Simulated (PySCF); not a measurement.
# GaS⁺ (triplet): spin, charge, geometry and surroundings

Aim: change spin, charge, geometry, field or solvent of GaS⁺ (triplet), one at a time, and compare with the base run.

The runs use PySCF 2.14.0; each script names its method and basis.

1 further run of the same task is left out (it didn't finish).

## (1) Where the work starts

GaS⁺ (triplet): 2 atoms, charge 1, spin multiplicity 3.

Bond lengths: Ga1–S2 2.405 Å.

## (2) Base script

Contents of input.py:

```python
from pyscf import gto, scf, mcscf, mrpt

mol = gto.M(
    atom='Ga 0 0 0; S 0 0 2.405',
    basis='6-31g',
    charge=1,
    spin=2,
    verbose=3,
)
mf = scf.ROHF(mol)
mf.kernel()
mc = mcscf.CASSCF(mf, 3, 2)
mc.kernel()
mc.analyze()
mrpt.NEVPT(mc).kernel()
mf.dip_moment()
print('orbital energies (hartree):', mf.mo_energy[..., max(0, mol.nelec[1]-3):mol.nelec[0]+3].round(4))
```

On the command line:

```sh
> python input.py
```

Its log is not repeated here.

Base result: E(SCF) = -2320.141626 Eh, E(CAS) − E(SCF) = 0.00000 Eh, NEVPT2 = -0.24879 Eh.

The bond length is a typed value, not an optimised one. The dipole of an ion depends on the origin. The triplet is typed in the script; nothing here shows that it is the ground state.

## (3) Electric field 0.05 a.u.

Variant 1 changes electric field: none → 0.05 a.u.

Contents of input.py:

```python
from pyscf import gto, scf, mcscf, mrpt

mol = gto.M(
    atom='Ga 0 0 0; S 0 0 2.405',
    basis='6-31g',
    charge=1,
    spin=2,
    verbose=3,
)
mf = scf.ROHF(mol)
field = 0.05  # electric field along z, atomic units
h = mf.get_hcore() + field*mol.intor('int1e_r')[2]
mf.get_hcore = lambda *args: h
e_nuc = mol.energy_nuc() - field*mol.atom_charges() @ mol.atom_coords()[:, 2]
mf.energy_nuc = lambda *args: e_nuc
mf.kernel()
mc = mcscf.CASSCF(mf, 3, 2)
mc.kernel()
mc.analyze()
mrpt.NEVPT(mc).kernel()
mf.dip_moment()
print('orbital energies (hartree):', mf.mo_energy[..., max(0, mol.nelec[1]-3):mol.nelec[0]+3].round(4))
```

On the command line:

```sh
> python input.py
```

## (4) Singlet

Variant 2 changes spin (2S): 2 → 0; active space: 2 electrons in 3 orbitals → 2 electrons in 4 orbitals.

Changes to input.py since step 2:

```diff
@@ -6,3 +6,3 @@
     charge=1,
-    spin=2,
+    spin=0,
     verbose=3,
@@ -11,3 +11,3 @@
 mf.kernel()
-mc = mcscf.CASSCF(mf, 3, 2)
+mc = mcscf.CASSCF(mf, 4, 2)
 mc.kernel()
```

## (5) Bond 2.573 Å

Variant 3 changes bond length: 2.405 Å → 2.573 Å.

Changes to input.py since step 2:

```diff
@@ -3,3 +3,3 @@
 mol = gto.M(
-    atom='Ga 0 0 0; S 0 0 2.405',
+    atom='Ga 0 0 0; S 0 0 2.573',
     basis='6-31g',
```

## (6) PCM, ε = 4.71

Variant 4 changes solvent: none (gas phase) → PCM, ε = 4.71; step after the SCF: nevpt2 → analyze.

Contents of input.py:

```python
from pyscf import gto, scf, solvent

mol = gto.M(
    atom='Ga 0 0 0; S 0 0 2.405',
    basis='6-31g',
    charge=1,
    spin=2,
    verbose=3,
)
mf = scf.ROHF(mol)
mf = solvent.PCM(mf)
mf.with_solvent.eps = 4.71
mf.kernel()
mf.analyze()
print('orbital energies (hartree):', mf.mo_energy[..., max(0, mol.nelec[1]-3):mol.nelec[0]+3].round(4))
```

## (7) Bond 3.006 Å

Variant 5 changes bond length: 2.405 Å → 3.006 Å.

Changes to input.py since step 2:

```diff
@@ -3,3 +3,3 @@
 mol = gto.M(
-    atom='Ga 0 0 0; S 0 0 2.405',
+    atom='Ga 0 0 0; S 0 0 3.006',
     basis='6-31g',
```

## (8) Bond 2.237 Å

Variant 6 changes bond length: 2.405 Å → 2.237 Å.

Changes to input.py since step 2:

```diff
@@ -3,3 +3,3 @@
 mol = gto.M(
-    atom='Ga 0 0 0; S 0 0 2.405',
+    atom='Ga 0 0 0; S 0 0 2.237',
     basis='6-31g',
```

Q: Predict the outcome of this session. Wanted: for each run, E(SCF); from base; after the SCF.

**Answer**, as computed:

```csv
run,E(SCF) (hartree),from base (eV),after the SCF
base,-2320.141626,0,"NEVPT2 correlation -6.770 eV (from the SCF energy, the CASSCF gain included)"
electric field 0.05 a.u.,-2320.296052,not comparable,"NEVPT2 correlation -6.637 eV (from the SCF energy, the CASSCF gain included)"
singlet,-2320.075462,+1.8004,"NEVPT2 correlation -8.556 eV (from the SCF energy, the CASSCF gain included)"
bond 2.573 Å,-2320.150651,-0.2456,"NEVPT2 correlation -6.588 eV (from the SCF energy, the CASSCF gain included)"
"PCM, ε = 4.71",-2320.232067,-2.4610,n/a
bond 3.006 Å,-2320.162261,-0.5615,"NEVPT2 correlation -6.414 eV (from the SCF energy, the CASSCF gain included)"
bond 2.237 Å,-2320.131662,+0.2711,"NEVPT2 correlation -6.974 eV (from the SCF energy, the CASSCF gain included)"
```

Of the runs whose energies can be compared, “PCM, ε = 4.71” moves the SCF energy most (-2.461 eV). The singlet solution found lies 1.80 eV above the base triplet at this geometry and level. A continuum solvent with ε = 4.71 lowers the energy by 2.461 eV, a large gain because the system is charged.
